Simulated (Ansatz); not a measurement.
# B₂O₃: how energies converge with the basis set

One table from this session's results is given with a row withheld; the runs are named, their logs left out.

The runs use Ansatz 0.2.0, Gaussian basis; one geometry, several basis sets.

Levels to be run: PBE0-D4/def2-SVP; ωB97M-V/def2-SVP; PBE0-D4/def2-QZVPP; ωB97M-V/def2-QZVPP; the functionals' def2-TZVPP values are taken from earlier runs.

## Structure used throughout

The geometry comes from an earlier relaxation with PBE0-D4 in a triple-zeta def2 set; it is a stationary point.

SMILES `O=BOB=O`, 5 atoms, charge 0, spin multiplicity 1.

Atoms are counted from 1 here; the program's logs count them from 0.

Bond lengths: O1–B2 1.205 Å, B2–O3 1.322 Å, O3–B4 1.322 Å, B4–O5 1.205 Å. Angles: O1–B2–O3 177.8°, B2–O3–B4 141.5°, O3–B4–O5 177.8°.

The first run:

The input, in.yaml:

```yaml
crystal:
  periodic: [false, false, false]
  atoms:
    - {symbol: O, position_ang: [-0.948529, 0.503264, -2.166876]}
    - {symbol: B, position_ang: [-0.473998, 0.055122, -1.154457]}
    - {symbol: O, position_ang: [0.045158, -0.483547, -0.064502]}
    - {symbol: B, position_ang: [0.483929, -0.161523, 1.140266]}
    - {symbol: O, position_ang: [0.893440, 0.086684, 2.245568]}
basis:
  gaussian: {orbitals: def2-SVP}
hamiltonian: {xc: pbe0, dispersion: d4}
output: {orbitals: {seedname: orbitals}}
```

Launch:

```
$ ansatz run in.yaml --threads 4 --pin off --events-out ev --progress --plain --max-ram 10444MiB
```

Among the steps run: PBE0-D4 in def2-SVP; ωB97M-V in def2-SVP; PBE0-D4 in def2-QZVPP; ωB97M-V in def2-QZVPP.

One of the session's tables, all rows but one given; the rest of the session is left out.

It belongs to the step «Functionals by basis». 

```
functional       basis  HOMO (eV)
   PBE0-D4    def2-SVP     -10.07
   PBE0-D4  def2-TZVPP          ?
   PBE0-D4  def2-QZVPP     -10.23
   ωB97M-V    def2-SVP     -12.41
   ωB97M-V  def2-TZVPP     -12.59
   ωB97M-V  def2-QZVPP     -12.61
```

Q: Estimate the row for PBE0-D4, def2-TZVPP from the others.

**Answer.** HOMO (eV): -10.21. In the column «HOMO (eV)» it lies between PBE0-D4, def2-QZVPP (-10.23) and PBE0-D4, def2-SVP (-10.07).
